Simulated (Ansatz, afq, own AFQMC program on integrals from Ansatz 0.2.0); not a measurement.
# GeNH₂+ (triplet): quantum Monte Carlo beside coupled cluster, cc-pVTZ

Aim: compute GeNH₂+ (triplet) with auxiliary-field quantum Monte Carlo on the same integrals as coupled cluster, and set the energies side by side.

Computed with Ansatz 0.2.0, Gaussian basis, and an in-house AFQMC program (afq) on its integrals; all values are calculated. Level: cc-pVTZ, frozen cores.

Plan: CCSD(T) on UHF; PBE (unrestricted); CCSDT(Q) on UHF; r2SCAN (unrestricted); PBE0 (unrestricted); B3LYP (unrestricted); wB97M-V (unrestricted); B2PLYP (unrestricted); Phaseless AFQMC, CISD trial on UHF.

### Step 1. The geometry

The geometry is a PBE0/def2-TZVP stationary point (not a proven minimum) of the parent state, kept for this charge and spin. No spin-orbit coupling is included. The filled d shell of Ge may be among the frozen orbitals whatever the setting's name suggests; the logs give the count.

4 atoms, charge 1, spin multiplicity 3.

Atoms are counted from 1 here; the program's logs count them from 0.

Bond lengths: Ge1–N2 2.315 Å, N2–H3 1.021 Å, N2–H4 1.021 Å. Angles: Ge1–N2–H3 125.6°, Ge1–N2–H4 125.6°, H3–N2–H4 108.9°.

As a file:

```
Ge    0.0000    0.0000    0.4319
N     0.0000    0.0000   -1.8834
H     0.0000    0.8309   -2.4773
H     0.0000   -0.8309   -2.4773
```

### Step 2. CCSD(T) on UHF

Contents of in.yaml:

```yaml
crystal:
  periodic: [false, false, false]
  atoms:
    - {symbol: Ge, position_ang: [0.000000, 0.000000, 0.431903]}
    - {symbol: N, position_ang: [0.000000, 0.000000, -1.883353]}
    - {symbol: H, position_ang: [0.000000, 0.830871, -2.477269]}
    - {symbol: H, position_ang: [0.000000, -0.830871, -2.477269]}
basis:
  gaussian: {orbitals: cc-pVTZ}
total_charge: 1
magnetization: {spin_polarized: true, initial_magnetization: 2}
correlation: {method: ccsd_t, electrons: outside_noble_gas, hamiltonian_folder: ham}
```

Run with:

```sh
> ansatz run in.yaml --threads 1 --pin off --events-out ev --progress --plain --max-ram 24576MiB --backend cuda --devices 0, --max-vram 18GiB
```

The program printed, shortened:

```text
Functional definition: HF
  name "HF"
  cite "Fock, Z. Phys. 61, 126 (1930) doi:10.1007/BF01340294"
  parent pbe
[...]
624 factors; integrals over basis functions are off by at most 8.7e-4 eV
[...]
mean field -57980.26618559 eV, -2130.7354818843 hartree, gradient 2.6e-6 eV, S^2 2.033631; 13 other end points of the search recorded, 0 dependent functions left out
determinant -57980.26618559 eV, -2130.7354818843 hartree, with singles and doubles -57987.39989027 eV, -2130.9976406962 hartree
determinant -57980.16041327 eV, -2130.7315948233 hartree, with singles and doubles -57987.27822492 eV, -2130.9931695770 hartree
determinant -57978.07852064 eV, -2130.6550866806 hartree, with singles and doubles -57985.38427499 eV, -2130.9235682009 hartree
determinant -57977.49148129 eV, -2130.6335133824 hartree, with singles and doubles -57984.89987782 eV, -2130.9057669331 hartree
determinant -57977.23520800 eV, -2130.6240955125 hartree, with singles and doubles -57984.57630487 eV, -2130.8938758464 hartree
determinant -57977.02278107 eV, -2130.6162889669 hartree, with singles and doubles -57983.76319001 eV, -2130.8639944265 hartree
determinant -57980.26618559 eV, -2130.7354818843 hartree, with singles and doubles -57987.30678668 eV, -2130.9942192021 hartree
determinant -57980.16041327 eV, -2130.7315948233 hartree, with singles and doubles -57987.18532330 eV, -2130.9897555054 hartree
15 core orbitals not correlated: weight in the atoms' cores, before any rotation towards them, 1.000 or more for the frozen orbitals, at most 0.000 for the correlated occupied ones
reference -57980.26618559 eV, -2130.7354818843 hartree; 6, 4 occupied and 80, 82 virtual orbitals, 624 factors
second order -6.22304393 eV of doubles, -0.00000000 eV of singles
cycle   1  -7.04060158 eV  change   -4.9e-7 eV  update   2.6e-6
perturbative correction -0.21706869 eV, -0.0079771272 hartree
Total energy: -57987.52385586 eV, -2131.0021963474 hartree
```

It took 6.5 s on 1 × NVIDIA H100 80GB HBM3 with 1 thread of AMD EPYC 7R13 (Zen 3), shared host; peak host memory 1.8 GiB.

From the report: ⟨S²⟩ of the determinant 2.034 (pure triplet: 2.00); correlation -7.2577 eV; T1 0.015; largest double amplitude 0.06.

This run also writes the integrals to the folder ham.

### Step 3. PBE (unrestricted)

in.yaml, as its differences from that of step 2:

```diff
@@ -11,2 +11,3 @@
 magnetization: {spin_polarized: true, initial_magnetization: 2}
-correlation: {method: ccsd_t, electrons: outside_noble_gas, hamiltonian_folder: ham}
+hamiltonian: {xc: {name: PBE}}
+output: {orbitals: {seedname: orbitals}}
```

Run with:

```sh
> ansatz run in.yaml --threads 1 --pin off --events-out ev --progress --plain --max-ram 8192MiB --backend cpu
```

The program printed:

```text
Functional definition: PBE
  name "PBE"
  cite "Perdew, Burke & Ernzerhof, Phys. Rev. Lett. 77, 3865 (1996) doi:10.1103/PhysRevLett.77.3865"
  parent pbe
  parameter kappa = 0.804
  parameter beta = 0.06672455060314922
  exchange = pbe_x(kappa = kappa, mu = beta*pi^2/3)
  correlation = pbe_c(beta = beta)
652 factors; their error is unknown
mean field evaluation 1: about -57986.3533 eV, gradient 8.5e1 eV
mean field evaluation 2: about -57707.4867 eV, gradient 1.3e2 eV
mean field evaluation 4: about -58006.2058 eV, gradient 4.6e1 eV
mean field evaluation 8: about -58021.6073 eV, gradient 1.0e0 eV
mean field evaluation 16: about -58021.6074 eV, gradient 1.7e-3 eV
mean field evaluation 32: about -58019.4036 eV, gradient 1.5e-2 eV
mean field evaluation 64: about -58019.0055 eV, gradient 5.2e-1 eV
mean field -58021.60743242 eV, -2132.2547446836 hartree, gradient 3.9e-6 eV, S^2 2.005779; 9 other end points of the search recorded, 0 dependent functions left out
reference -58021.60746572 eV, -2132.2547459073 hartree; 21, 19 occupied and 80, 82 virtual orbitals, 652 factors
Total energy: -58021.60746572 eV, -2132.2547459073 hartree
```

It took 10 s on 1 thread of AMD EPYC 7R13 (Zen 3), shared host; peak memory 1.8 GiB.

From the report: ⟨S²⟩ of the determinant 2.006 (pure triplet: 2.00).

### Step 4. CCSDT(Q) on UHF

in.yaml, as its differences from that of step 3:

```diff
@@ -11,3 +11,2 @@
 magnetization: {spin_polarized: true, initial_magnetization: 2}
-hamiltonian: {xc: {name: PBE}}
-output: {orbitals: {seedname: orbitals}}
+correlation: {method: ccsdt_q, electrons: outside_noble_gas}
```

Run with:

```sh
> ansatz run in.yaml --threads 1 --pin off --events-out ev --progress --plain --max-ram 24576MiB --backend cuda --devices 0, --max-vram 18GiB
```

The program printed, shortened:

```text
Functional definition: HF
  name "HF"
  cite "Fock, Z. Phys. 61, 126 (1930) doi:10.1007/BF01340294"
  parent pbe
[...]
1216 factors; integrals over basis functions are off by at most 1.6e-7 eV
[...]
mean field -57980.26620043 eV, -2130.7354824297 hartree, gradient 1.1e-6 eV, S^2 2.033631; 13 other end points of the search recorded, 0 dependent functions left out
determinant -57980.26620043 eV, -2130.7354824297 hartree, with singles and doubles -57987.39992106 eV, -2130.9976418276 hartree
determinant -57980.16042972 eV, -2130.7315954279 hartree, with singles and doubles -57987.27825642 eV, -2130.9931707344 hartree
determinant -57978.07853538 eV, -2130.6550872223 hartree, with singles and doubles -57985.38430339 eV, -2130.9235692444 hartree
determinant -57977.49149433 eV, -2130.6335138614 hartree, with singles and doubles -57984.89991270 eV, -2130.9057682148 hartree
[...]
determinant -57977.02279857 eV, -2130.6162896099 hartree, with singles and doubles -57983.76321378 eV, -2130.8639953001 hartree
determinant -57980.26620043 eV, -2130.7354824297 hartree, with singles and doubles -57987.30680185 eV, -2130.9942197598 hartree
determinant -57980.16042972 eV, -2130.7315954279 hartree, with singles and doubles -57987.18533933 eV, -2130.9897560944 hartree
15 core orbitals not correlated: weight in the atoms' cores, before any rotation towards them, 1.000 or more for the frozen orbitals, at most 0.000 for the correlated occupied ones
reference -57980.26620043 eV, -2130.7354824297 hartree; 6, 4 occupied and 80, 82 virtual orbitals, 1216 factors
second order -6.22306280 eV of doubles, -0.00000000 eV of singles
cycle   1  -6.75118221 eV  change   -5.3e-1 eV  update   7.2e-2
[...]
cycle  17  -7.28190096 eV  change    1.7e-7 eV  update   1.2e-6
perturbative correction -0.00885278 eV, -0.0003253338 hartree
Total energy: -57987.55695417 eV, -2131.0034126880 hartree
```

Run time: 16 s. Hardware: 1 × NVIDIA H100 80GB HBM3 with 1 thread of AMD EPYC 7R13 (Zen 3), shared host; peak host memory 1.8 GiB.

From the report: ⟨S²⟩ of the determinant 2.034 (pure triplet: 2.00); correlation -7.2908 eV; T1 0.016; largest double amplitude 0.07.

### Step 5. r2SCAN (unrestricted)

in.yaml, as its differences from that of step 4:

```diff
@@ -11,2 +11,2 @@
 magnetization: {spin_polarized: true, initial_magnetization: 2}
-correlation: {method: ccsdt_q, electrons: outside_noble_gas}
+hamiltonian: {xc: {name: r2SCAN}}
```

Run with:

```sh
> ansatz run in.yaml --threads 1 --pin off --events-out ev --progress --plain --max-ram 8192MiB --backend cpu
```

The program printed, shortened:

```text
Functional definition: r2SCAN
  name "r2SCAN"
  cite "Furness, Kaplan, Ning, Perdew & Sun, J. Phys. Chem. Lett. 11, 8208 (2020) doi:10.1021/acs.jpclett.0c02405"
  cite "Furness, Kaplan, Ning, Perdew & Sun, J. Phys. Chem. Lett. 11, 9248 (2020) doi:10.1021/acs.jpclett.0c03077"
  parent r2scan
[...]
652 factors; their error is unknown
[...]
mean field -58030.82162218 eV, -2132.5933599114 hartree, gradient 6.4e-6 eV, S^2 2.014310; 6 other end points of the search recorded, 0 dependent functions left out
reference -58030.82163460 eV, -2132.5933603679 hartree; 21, 19 occupied and 80, 82 virtual orbitals, 652 factors
Total energy: -58030.82163460 eV, -2132.5933603679 hartree
```

It took 21 s on 1 thread of AMD EPYC 7R13 (Zen 3), shared host; peak memory 1.8 GiB.

From the report: ⟨S²⟩ of the determinant 2.014 (pure triplet: 2.00).

### Step 6. PBE0 (unrestricted)

in.yaml, as its differences from that of step 5:

```diff
@@ -11,2 +11,3 @@
 magnetization: {spin_polarized: true, initial_magnetization: 2}
-hamiltonian: {xc: {name: r2SCAN}}
+hamiltonian: {xc: {name: PBE0}}
+output: {orbitals: {seedname: orbitals}}
```

Same command.

The program printed:

```text
Functional definition: PBE0
  name "PBE0"
  cite "Adamo & Barone, J. Chem. Phys. 110, 6158 (1999) doi:10.1063/1.478522"
  cite "Perdew, Burke & Ernzerhof, Phys. Rev. Lett. 77, 3865 (1996) doi:10.1103/PhysRevLett.77.3865"
  parent pbe
  parameter a = 0.25
  parameter kappa = 0.804
  parameter beta = 0.06672455060314922
  exchange = (1 - a)*pbe_x(kappa = kappa, mu = beta*pi^2/3) + a*exact_x
  correlation = pbe_c(beta = beta)
712 factors; their error is unknown
mean field evaluation 1: about -57995.3262 eV, gradient 7.3e1 eV
mean field evaluation 2: about -57850.0668 eV, gradient 1.2e2 eV
mean field evaluation 4: about -58018.6865 eV, gradient 2.5e1 eV
mean field evaluation 8: about -58022.9285 eV, gradient 8.8e-2 eV
mean field evaluation 16: about -58023.1407 eV, gradient 4.9e-5 eV
mean field evaluation 32: about -58020.7241 eV, gradient 2.9e-3 eV
mean field -58023.14071890 eV, -2132.3110919223 hartree, gradient 6.5e-6 eV, S^2 2.008846; 3 other end points of the search recorded, 0 dependent functions left out
reference -58023.14074371 eV, -2132.3110928338 hartree; 21, 19 occupied and 80, 82 virtual orbitals, 712 factors
Total energy: -58023.14074371 eV, -2132.3110928338 hartree
```

Run time: 10 s. Hardware: 1 thread of AMD EPYC 7R13 (Zen 3), shared host; peak memory 1.8 GiB.

From the report: ⟨S²⟩ of the determinant 2.009 (pure triplet: 2.00).

### Step 7. B3LYP (unrestricted)

in.yaml, as its differences from that of step 6:

```diff
@@ -11,3 +11,2 @@
 magnetization: {spin_polarized: true, initial_magnetization: 2}
-hamiltonian: {xc: {name: PBE0}}
-output: {orbitals: {seedname: orbitals}}
+hamiltonian: {xc: {name: B3LYP}}
```

Launched as before.

The program printed, shortened:

```text
Functional definition: B3LYP
  name "B3LYP"
  cite "Stephens, Devlin, Chabalowski & Frisch, J. Phys. Chem. 98, 11623 (1994) doi:10.1021/j100096a001"
  cite "Becke, Phys. Rev. A 38, 3098 (1988) doi:10.1103/PhysRevA.38.3098"
  cite "Lee, Yang & Parr, Phys. Rev. B 37, 785 (1988) doi:10.1103/PhysRevB.37.785"
  cite "Vosko, Wilk & Nusair, Can. J. Phys. 58, 1200 (1980) doi:10.1139/p80-159"
[...]
709 factors; their error is unknown
[...]
mean field -58033.44957466 eV, -2132.6899353837 hartree, gradient 3.0e-6 eV, S^2 2.006708; 6 other end points of the search recorded, 0 dependent functions left out
reference -58033.44976418 eV, -2132.6899423486 hartree; 21, 19 occupied and 80, 82 virtual orbitals, 709 factors
Total energy: -58033.44976418 eV, -2132.6899423486 hartree
```

Run time: 14 s. Hardware: 1 thread of AMD EPYC 7R13 (Zen 3), shared host; peak memory 1.8 GiB.

From the report: ⟨S²⟩ of the determinant 2.007 (pure triplet: 2.00).

### Step 8. wB97M-V (unrestricted)

in.yaml, as its differences from that of step 7:

```diff
@@ -11,2 +11,3 @@
 magnetization: {spin_polarized: true, initial_magnetization: 2}
-hamiltonian: {xc: {name: B3LYP}}
+hamiltonian: {xc: {name: wB97M-V}}
+output: {orbitals: {seedname: orbitals}}
```

Launched as before.

The program printed, shortened:

```text
Functional definition: wB97M-V
  name "wB97M-V"
  cite "Mardirossian & Head-Gordon, J. Chem. Phys. 144, 214110 (2016) doi:10.1063/1.4952647"
  cite "Becke, J. Chem. Phys. 107, 8554 (1997) doi:10.1063/1.475007"
  cite "Vydrov & Van Voorhis, J. Chem. Phys. 133, 244103 (2010) doi:10.1063/1.3521275"
  # Of w^i u^j: cxij and so on, Table III.
[...]
  gx(w, u) = 1 - cx + cx01*u + cx10*w
  gss(w, u) = css00 + css04*u^4 + css10*w + css20*w^2 + css43*w^4*u^3
  gos(w, u) = cos00 + cos10*w + (cos20 + cos21*u)*w^2 + (cos60 + cos61*u)*w^6
[...]
      + integral(e_c_pw_mod_opposite_spin*gos(b97_w_opposite, b97_u_opposite)) + vv10(b, c)
702 factors; their error is unknown
140 factors; integrals over basis functions are off by at most 1.0e-4 eV
[...]
mean field -58028.34960040 eV, -2132.5025147867 hartree, gradient 7.8e-6 eV, S^2 2.006703; 3 other end points of the search recorded, 0 dependent functions left out
reference -58028.34963635 eV, -2132.5025161079 hartree; 21, 19 occupied and 80, 82 virtual orbitals, 702 factors
Total energy: -58028.34963635 eV, -2132.5025161079 hartree
```

It took 36 s on 1 thread of AMD EPYC 7R13 (Zen 3), shared host; peak memory 1.8 GiB.

From the report: ⟨S²⟩ of the determinant 2.007 (pure triplet: 2.00).

### Step 9. B2PLYP (unrestricted)

in.yaml, as its differences from that of step 8:

```diff
@@ -11,3 +11,3 @@
 magnetization: {spin_polarized: true, initial_magnetization: 2}
-hamiltonian: {xc: {name: wB97M-V}}
-output: {orbitals: {seedname: orbitals}}
+hamiltonian: {xc: {name: B2PLYP}}
+correlation: {electrons: outside_noble_gas}
```

Same command.

The program printed, shortened:

```text
Functional definition: B2PLYP
  name "B2PLYP"
  cite "Grimme, J. Chem. Phys. 124, 034108 (2006) doi:10.1063/1.2148954"
  cite "Becke, Phys. Rev. A 38, 3098 (1988) doi:10.1103/PhysRevA.38.3098"
  cite "Lee, Yang & Parr, Phys. Rev. B 37, 785 (1988) doi:10.1103/PhysRevB.37.785"
[...]
624 factors; integrals over basis functions are off by at most 8.7e-4 eV
[...]
mean field -58017.70163683 eV, -2132.1112093427 hartree, gradient 1.9e-6 eV, S^2 2.013098; 5 other end points of the search recorded, 0 dependent functions left out
15 core orbitals not correlated: weight in the atoms' cores, before any rotation towards them, 1.000 or more for the frozen orbitals, at most 0.000 for the correlated occupied ones
reference -58017.70175561 eV, -2132.1112137080 hartree; 6, 4 occupied and 80, 82 virtual orbitals, 624 factors
second order -7.61165897 eV of doubles, -0.00000000 eV of singles
Total energy: -58019.75690353 eV, -2132.1867390012 hartree
```

Wall time 16 s (1 thread of AMD EPYC 7R13 (Zen 3), shared host); peak memory 1.8 GiB.

From the report: ⟨S²⟩ of the determinant 2.013 (pure triplet: 2.00).

### Step 10. Phaseless AFQMC, CISD trial on UHF

It reads the integrals that the CCSD(T) run on this determinant wrote.

Run with:

```sh
> afq ham --method phaseless --trial cisd --walkers 600 --populations 10 --least-time 60 --time-step 0.005 --steps-per-block 50 --equilibration-blocks 28 --max-blocks 4000 --target-error 0.00019 --factor-cut 1e-05 --start spin_pure --seed 5680 --release-times 0.24,0.5,1,1.5 --release-step 0.02 --release-every 3 --taylor-order 6
```

The program printed:

```text
orbitals 86  electrons 6 4  factors 565 of 624
reference energy -2130.73548188 Eh
CCSD correlation -0.25873739 Eh in 13 cycles, weight of the determinant in the CISD state 0.8924
energy of the start -2130.992882 Eh
 block  time / (1/Eh)  mean weight  energy / Eh
     1     0.250  1.0001  -2130.992533
     2     0.500  0.9998  -2130.994980
     3     0.750  1.0005  -2130.996096
     4     1.000  1.0000  -2130.999178
     5     1.250  0.9988  -2131.000035
     6     1.500  1.0009  -2131.001723
     7     1.750  1.0007  -2131.001463
     8     2.000  0.9994  -2131.000740
     9     2.250  1.0000  -2131.001634
    10     2.500  0.9996  -2131.005268
    11     2.750  1.0003  -2131.002234
    13     3.250  0.9993  -2131.003600
    15     3.750  0.9988  -2131.002376
    17     4.250  0.9987  -2131.003840
    19     4.750  0.9997  -2131.002213
    21     5.250  0.9999  -2131.002886
    23     5.750  1.0014  -2131.001702
    25     6.250  1.0007  -2131.003540
    27     6.750  0.9998  -2131.001370
    29     7.250  1.0010  -2131.002048
    31     7.750  1.0005  -2131.000744
    33     8.250  0.9984  -2131.002609
    35     8.750  1.0004  -2131.005675
    37     9.250  1.0010  -2131.005529
    39     9.750  0.9994  -2131.003912
    41    10.250  0.9998  -2131.002945
    43    10.750  1.0004  -2131.001005
    45    11.250  1.0007  -2131.002502
    47    11.750  1.0000  -2131.000906
    49    12.250  0.9999  -2131.001954
    51    12.750  1.0000  -2131.003587
    53    13.250  1.0004  -2131.004459
    55    13.750  0.9999  -2131.005065
    57    14.250  1.0004  -2131.004173
    59    14.750  1.0005  -2131.004297
    61    15.250  1.0004  -2131.002018
    63    15.750  1.0001  -2131.002508
    65    16.250  1.0009  -2131.002586
    67    16.750  1.0005  -2131.003150
    69    17.250  0.9998  -2131.002417
    71    17.750  0.9996  -2131.002659
    73    18.250  1.0002  -2131.004607
    75    18.750  0.9992  -2131.004654
    77    19.250  1.0004  -2131.003085
    79    19.750  0.9997  -2131.004616
    81    20.250  0.9992  -2131.003597
    83    20.750  1.0009  -2131.000665
    85    21.250  0.9998  -2131.000407
    87    21.750  1.0001  -2131.001862
    89    22.250  0.9994  -2131.004422
    91    22.750  0.9994  -2131.000832
    93    23.250  0.9991  -2131.002680
    95    23.750  0.9989  -2131.002911
    97    24.250  1.0004  -2131.001702
    99    24.750  0.9995  -2131.003163
   101    25.250  0.9998  -2131.002503
   103    25.750  0.9997  -2131.002045
   105    26.250  1.0009  -2131.002955
   107    26.750  0.9996  -2131.001722
   109    27.250  0.9998  -2131.004305
   111    27.750  0.9990  -2131.006366
   113    28.250  0.9999  -2131.005028
   115    28.750  1.0010  -2131.003423
   117    29.250  0.9997  -2131.002896
error from the spread of 10 populations
released: time / (1/Eh)  energy / Eh  error  mean overlap
  0.24  -2131.003151  0.000155  0.9952
  0.50  -2131.003273  0.000160  0.9919
  1.00  -2131.002995  0.000153  0.9905
  1.50  -2131.003291  0.000203  0.9841
energy -2131.003026 +/- 0.000184 Eh
```

Wall time 83 s (1 × NVIDIA H100 80GB HBM3 with 2 threads of AMD EPYC 7R13 (Zen 3), shared host); peak host memory 1.8 GiB.

Energy -57987.5464 ± 0.0050 eV. Caveats: constraint bias not in the error.

### Step 11. AFQMC on the ladder

On the UHF determinant, counted from CCSDT(Q) (a yardstick, not exact):

```csv
level,energy (eV),from CCSDT(Q) (kcal/mol),statistical error (kcal/mol),time
HF,-57980.2662,+168.13,,
MP2,-57986.4892,+24.62,,
CCSD,-57987.3068,+5.77,,
CCSD(T),-57987.5239,+0.76,,
CCSDT(Q),-57987.5570,0.00,,
"Phaseless AFQMC, CISD trial, step 0.005, 600 walkers",-57987.5464,+0.24,0.12,83 s
```

The functionals' totals stand on their own zeros and serve differences with other points: PBE -58021.607 eV; r2SCAN -58030.822 eV; PBE0 -58023.141 eV; B3LYP -58033.450 eV; wB97M-V -58028.350 eV; B2PLYP -58019.757 eV.

### Step 12. What came out

| quantity | value |
| --- | --- |
| CCSD(T) on UHF from CCSDT(Q) | +0.76 kcal/mol |
| Phaseless AFQMC, CISD trial on UHF from CCSDT(Q) | +0.24 ± 0.12 kcal/mol |

What this shows: On UHF the phaseless walk with the CISD trial lies +0.24 kcal/mol from CCSDT(Q), within three error bars. Error bars are statistical and leave out the constraint, the time step and what remains of the start.
